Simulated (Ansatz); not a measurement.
# C₃H₅AlF₂: how energies converge with the basis set

The task here is to estimate one member of a computed series from the others.

Computed with Ansatz 0.2.0, Gaussian basis. Level: one geometry, several basis sets.

Levels to be run: PBE0-D4/def2-SVP; ωB97M-V/def2-SVP; PBE0-D4/def2-QZVPP; ωB97M-V/def2-QZVPP; the functionals' def2-TZVPP values are taken from earlier runs.

### The geometry

The geometry comes from an earlier relaxation with PBE0-D4 in a triple-zeta def2 set; it is a stationary point, not always the lowest conformer.

SMILES `C=C[CH2][Al]([F])[F]`, 11 atoms, charge 0, spin multiplicity 1.

Atoms are counted from 1 here; the program's logs count them from 0.

Bond lengths: C1–C2 1.343 Å, C1–H7 1.082 Å, C1–H8 1.087 Å, C2–C3 1.492 Å, C2–H9 1.088 Å, C3–Al4 1.937 Å, C3–H10 1.085 Å, C3–H11 1.091 Å, Al4–F5 1.645 Å, Al4–F6 1.646 Å. Angles: C2–C1–H7 121.1°, C2–C1–H8 121.8°, H7–C1–H8 117.0°, C1–C2–C3 125.0°, C1–C2–H9 117.8°, C3–C2–H9 116.5°, C2–C3–Al4 84.0°, C2–C3–H10 113.8°, C2–C3–H11 113.3°, Al4–C3–H10 120.7°, Al4–C3–H11 110.8°, H10–C3–H11 111.6°, C3–Al4–F5 122.1°, C3–Al4–F6 120.2°, F5–Al4–F6 117.7°.

Set-up of the first run:

in.yaml

```yaml
crystal:
  periodic: [false, false, false]
  atoms:
    - {symbol: C, position_ang: [-0.969246, -0.348222, -1.085202]}
    - {symbol: C, position_ang: [-0.205869, -0.909690, -0.132970]}
    - {symbol: C, position_ang: [0.048708, -0.323610, 1.214936]}
    - {symbol: Al, position_ang: [0.954866, 1.067167, 0.216496]}
    - {symbol: F, position_ang: [2.486820, 0.878492, -0.351771]}
    - {symbol: F, position_ang: [0.216973, 2.515864, -0.041310]}
    - {symbol: H, position_ang: [-1.020866, -0.770115, -2.080428]}
    - {symbol: H, position_ang: [-1.593673, 0.518681, -0.882668]}
    - {symbol: H, position_ang: [0.396386, -1.773090, -0.409499]}
    - {symbol: H, position_ang: [0.601829, -0.978784, 1.879834]}
    - {symbol: H, position_ang: [-0.850428, 0.066208, 1.693283]}
basis:
  gaussian: {orbitals: def2-SVP}
hamiltonian: {xc: pbe0, dispersion: d4}
output: {orbitals: {seedname: orbitals}}
```

Launch:

```console
$ ansatz run in.yaml --threads 4 --pin off --events-out ev --progress --plain --max-ram 10444MiB
```

Among the steps run: PBE0-D4 in def2-SVP; ωB97M-V in def2-SVP; PBE0-D4 in def2-QZVPP; ωB97M-V in def2-QZVPP.

One of the session's tables, all rows but one given; the rest of the session is left out.

It belongs to the step «Functionals by basis». 

| functional | basis | HOMO (eV) |
| --- | --- | --- |
| PBE0-D4 | def2-SVP | -7.37 |
| PBE0-D4 | def2-TZVPP | -7.39 |
| PBE0-D4 | def2-QZVPP | -7.40 |
| ωB97M-V | def2-SVP | ? |
| ωB97M-V | def2-TZVPP | -9.51 |
| ωB97M-V | def2-QZVPP | -9.53 |

Estimate the missing values for ωB97M-V, def2-SVP.

As computed: HOMO (eV): -9.49. In the column «HOMO (eV)» it lies between ωB97M-V, def2-TZVPP (-9.51) and PBE0-D4, def2-QZVPP (-7.40).
